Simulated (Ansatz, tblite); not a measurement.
# Cis-[VBr2(NH3)4]+ (Br2H12N4V+): one state, many levels

One table from this session's results is given with a row withheld; the runs are named, their logs left out.

Computed with Ansatz 0.2.0, Gaussian basis. Level: as each input shows.

Plan: GFN1-xTB, GFN2-xTB, PBE-D4/def2-TZVP, r2SCAN-D4/def2-TZVP, LDA/def2-TZVP, B3LYP-D4/def2-TZVP, PBE-D4/def2-SVP, PBE0-D4/def2-SVP, HF/STO-3G, HF/6-31G, B3LYP-D4/6-31G, MP2/def2-TZVP, RPA/def2-TZVP.

2 further runs of the same task are left out: 2 set aside as unsound or not needed.

### The geometry

The geometry is that of the triplet, from an earlier relaxation (r2SCAN-D4/def2-SVP).

19 atoms, charge 1, spin multiplicity 3.

Bond lengths: V1–Br2 2.412 Å, V1–N3 2.222 Å, V1–Br7 2.411 Å, V1–N8 2.224 Å, V1–N12 2.184 Å, V1–N16 2.183 Å, N3–H4 1.024 Å, N3–H5 1.025 Å, N3–H6 1.025 Å, N8–H9 1.025 Å, N8–H10 1.024 Å, N8–H11 1.025 Å, N12–H13 1.027 Å, N12–H14 1.025 Å, N12–H15 1.024 Å, N16–H17 1.024 Å, N16–H18 1.027 Å, N16–H19 1.025 Å. Angles: Br2–V1–N3 167.1°, Br2–V1–Br7 106.4°, Br2–V1–N8 85.8°, Br2–V1–N12 88.6°, Br2–V1–N16 90.0°, N3–V1–Br7 86.3°, N3–V1–N8 81.7°, N3–V1–N12 89.0°, N3–V1–N16 92.8°, Br7–V1–N8 167.6°, Br7–V1–N12 90.0°, Br7–V1–N16 88.2°, N8–V1–N12 92.9°, N8–V1–N16 89.3°, N12–V1–N16 177.3°, V1–N3–H4 119.5°, V1–N3–H5 113.6°, V1–N3–H6 105.1° and more.

Geometry (Å):

```
atom    x (Å)    y (Å)    z (Å)
  V1   0.4081  -0.0025   0.4228
 Br2   0.0147   0.0501   2.8019
  N3   0.2826   0.0561  -1.7952
  H4  -0.4803   0.5705  -2.2439
  H5   0.2930  -0.8706  -2.2319
  H6   1.1564   0.4969  -2.1004
 Br7   2.8009  -0.0699   0.1312
  N8  -1.8068  -0.0475   0.2239
  H9  -2.1423  -0.5590   1.0465
 H10  -2.2415  -0.4837  -0.5938
 H11  -2.2323   0.8805   0.3095
 N12   0.4718   2.1803   0.4399
 H13   1.4698   2.4177   0.4842
 H14   0.0717   2.5222   1.3198
 H15   0.0785   2.7558  -0.3101
 N16   0.4217  -2.1849   0.4726
 H17  -0.3693  -2.7500   0.1508
 H18   0.5437  -2.4152   1.4660
 H19   1.2597  -2.5470   0.0062
```

Formally the metal is d2. No spin-orbit coupling is included. The ion is computed in the gas phase, without counter-ions or solvent.

PBE0-D4/def2-TZVP was run before; its log isn't repeated, and its numbers join the tables.

The first run:

Tight binding, by tblite at 300 K electronic temperature and without a spin-polarisation term:

```python
tblite.interface.Calculator('GFN1-xTB', numbers, positions, charge=1, uhf=2).singlepoint()
```

Tight binding, by tblite at 300 K electronic temperature and without a spin-polarisation term:

```python
tblite.interface.Calculator('GFN2-xTB', numbers, positions, charge=1, uhf=2).singlepoint()
```

start.molden holds the orbitals of an earlier run on this state, given as this run's starting guess.

in.yaml reads:

```yaml
crystal:
  periodic: [false, false, false]
  atoms:
    - {symbol: V, position_ang: [0.408127, -0.002514, 0.422812]}
    - {symbol: Br, position_ang: [0.014672, 0.050054, 2.801906]}
    - {symbol: N, position_ang: [0.282626, 0.056095, -1.795168]}
    - {symbol: H, position_ang: [-0.480309, 0.570452, -2.243858]}
    - {symbol: H, position_ang: [0.293006, -0.870600, -2.231927]}
    - {symbol: H, position_ang: [1.156389, 0.496925, -2.100362]}
    - {symbol: Br, position_ang: [2.800876, -0.069863, 0.131189]}
    - {symbol: N, position_ang: [-1.806820, -0.047529, 0.223931]}
    - {symbol: H, position_ang: [-2.142255, -0.558962, 1.046486]}
    - {symbol: H, position_ang: [-2.241505, -0.483721, -0.593835]}
    - {symbol: H, position_ang: [-2.232303, 0.880535, 0.309530]}
    - {symbol: N, position_ang: [0.471785, 2.180346, 0.439859]}
    - {symbol: H, position_ang: [1.469775, 2.417670, 0.484199]}
    - {symbol: H, position_ang: [0.071676, 2.522248, 1.319828]}
    - {symbol: H, position_ang: [0.078475, 2.755838, -0.310131]}
    - {symbol: N, position_ang: [0.421726, -2.184858, 0.472598]}
    - {symbol: H, position_ang: [-0.369299, -2.749981, 0.150791]}
    - {symbol: H, position_ang: [0.543696, -2.415156, 1.465985]}
    - {symbol: H, position_ang: [1.259672, -2.546980, 0.006157]}
basis:
  gaussian: {orbitals: def2-TZVP, initial_orbitals: start.molden}
total_charge: 1
magnetization: {spin_polarized: true, initial_magnetization: 2}
hamiltonian: {xc: pbe, dispersion: d4}
scf: {omitted_lower_state_checks: [starts]}
output: {orbitals: {seedname: orbitals}}
```

On the command line:

```
> ansatz run in.yaml --threads 4 --pin off --events-out ev --progress --plain --max-ram 9574MiB
```

Among the steps run: PBE-D4/def2-TZVP; r2SCAN-D4/def2-TZVP; LDA/def2-TZVP; B3LYP-D4/def2-TZVP; PBE-D4/def2-SVP; PBE0-D4/def2-SVP; HF/STO-3G; HF/6-31G; B3LYP-D4/6-31G; MP2/def2-TZVP; RPA/def2-TZVP.

One table of the session follows, with a row left open; its other results are not shown here.

```
              level  HOMO (eV)  gap (eV)
          HF/STO-3G      -9.94     13.37
           HF/6-31G     -13.36     11.21
      LDA/def2-TZVP      -8.13      0.18
    PBE-D4/def2-SVP      -8.00      0.47
   PBE-D4/def2-TZVP      -8.19      0.47
r2SCAN-D4/def2-TZVP      -8.85      1.09
     B3LYP-D4/6-31G      -9.83      3.19
 B3LYP-D4/def2-TZVP     -10.05      3.11
   PBE0-D4/def2-SVP     -10.31      3.65
  PBE0-D4/def2-TZVP          ?         ?
```

Estimate the missing values for PBE0-D4/def2-TZVP.

As computed: HOMO (eV): -10.41; gap (eV): 3.69. In the column «HOMO (eV)» it lies between HF/6-31G (-13.36) and PBE0-D4/def2-SVP (-10.31).
